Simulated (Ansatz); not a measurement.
# C2H3BO: a ladder of functionals and wavefunction methods

An exercise on one series of results from a longer session: the logs are not shown, and one member is left open.

Computed with Ansatz 0.2.0, Gaussian basis. Level: functionals in def2-TZVPP, the program's frozen cores in correlated methods.

Plan: LDA (SPW92), PBE-D4, revPBE-D4, BLYP-D4, r2SCAN-D4, B97M-V, PBE0-D4, B3LYP-D4, r2SCANh-D4, r2SCAN0-D4, HSE06-D4, BHLYP-D4, CAM-B3LYP-D4, LC-ωPBE, ωB97X-V, ωB97M-V, B2PLYP, PBE-QIDH; CCSD(T)/def2-SVP; CCSD(T)/def2-TZVPP; MP2/def2-QZVPP; extrapolation to the limit; RPA on PBE.

## The geometry

The geometry comes from an earlier relaxation with PBE0-D4 in a triple-zeta def2 set; it is a stationary point, not always the lowest conformer.

SMILES `BC=C=O`, 7 atoms, charge 0, spin multiplicity 1.

Atoms are counted from 1 here; the program's logs count them from 0.

Bond lengths: B1–C2 1.505 Å, B1–H5 1.194 Å, B1–H6 1.196 Å, C2–C3 1.325 Å, C2–H7 1.084 Å, C3–O4 1.146 Å. Angles: C2–B1–H5 119.4°, C2–B1–H6 119.9°, H5–B1–H6 120.6°, B1–C2–C3 116.0°, B1–C2–H7 126.5°, C3–C2–H7 117.5°, C2–C3–O4 177.7°.

Set-up of the first run:

File in.yaml:

```yaml
crystal:
  periodic: [false, false, false]
  atoms:
    - {symbol: B, position_ang: [-0.654561, 0.819084, -0.198703]}
    - {symbol: C, position_ang: [0.512620, -0.121594, -0.333487]}
    - {symbol: C, position_ang: [0.559495, -1.119069, 0.537767]}
    - {symbol: O, position_ang: [0.560963, -1.966090, 1.310257]}
    - {symbol: H, position_ang: [-0.756510, 1.739612, -0.952762]}
    - {symbol: H, position_ang: [-1.468882, 0.640166, 0.658296]}
    - {symbol: H, position_ang: [1.307976, -0.060108, -1.067066]}
basis:
  gaussian: {orbitals: def2-TZVPP}
hamiltonian: {xc: lda}
output: {orbitals: {seedname: orbitals}}
```

Command:

```
ansatz run in.yaml --threads 2 --pin off --events-out ev --progress --plain --max-ram 4352MiB
```

Among the steps run: LDA; PBE-D4 (GGA); revPBE-D4 (GGA); BLYP-D4 (GGA); r2SCAN-D4 (meta-GGA); B97M-V (meta-GGA); B3LYP-D4 (hybrid); r2SCANh-D4 (hybrid); r2SCAN0-D4 (hybrid); HSE06-D4 (hybrid); BHLYP-D4 (hybrid); CAM-B3LYP-D4 (range-separated); LC-ωPBE (range-separated); ωB97X-V (range-separated); ωB97M-V (range-separated); B2PLYP (double hybrid); PBE-QIDH (double hybrid).

One of the session's tables, all rows but one given; the rest of the session is left out.

It belongs to the step «Orbital energies across the functionals». 

| functional | HOMO (eV) | LUMO (eV) | gap (eV) |
| --- | --- | --- | --- |
| LDA (SPW92) | -7.10 | -2.58 | 4.52 |
| PBE-D4 | -6.88 | -2.31 | 4.58 |
| revPBE-D4 | -6.81 | -2.20 | 4.60 |
| BLYP-D4 | -6.71 | -2.16 | 4.55 |
| r2SCAN-D4 | -7.08 | -2.00 | 5.08 |
| B97M-V | -7.09 | -2.01 | 5.09 |
| PBE0-D4 | -7.99 | -1.37 | 6.62 |
| B3LYP-D4 | -7.76 | -1.59 | 6.17 |
| r2SCANh-D4 | -7.50 | -1.67 | 5.83 |
| r2SCAN0-D4 | ? | ? | ? |
| HSE06-D4 | -7.59 | -1.75 | 5.84 |
| BHLYP-D4 | -8.97 | -0.36 | 8.61 |
| CAM-B3LYP-D4 | -9.27 | -0.30 | 8.97 |
| LC-ωPBE | -10.58 | 0.84 | 11.43 |
| ωB97X-V | -10.22 | 0.79 | 11.01 |
| ωB97M-V | -10.15 | 0.60 | 10.75 |

Q: Estimate the row for r2SCAN0-D4 from the others.

Worked estimate for «HOMO (eV)». Against the share of exact exchange, r2SCAN-D4 (0, -7.08), r2SCANh-D4 (0.1, -7.50) give a slope of -4.20 per unit share; at 0.25 the line stands at -8.13.

As computed: HOMO (eV): -8.14; LUMO (eV): -1.18; gap (eV): 6.96. In «HOMO (eV)» the line misses by +0.01.
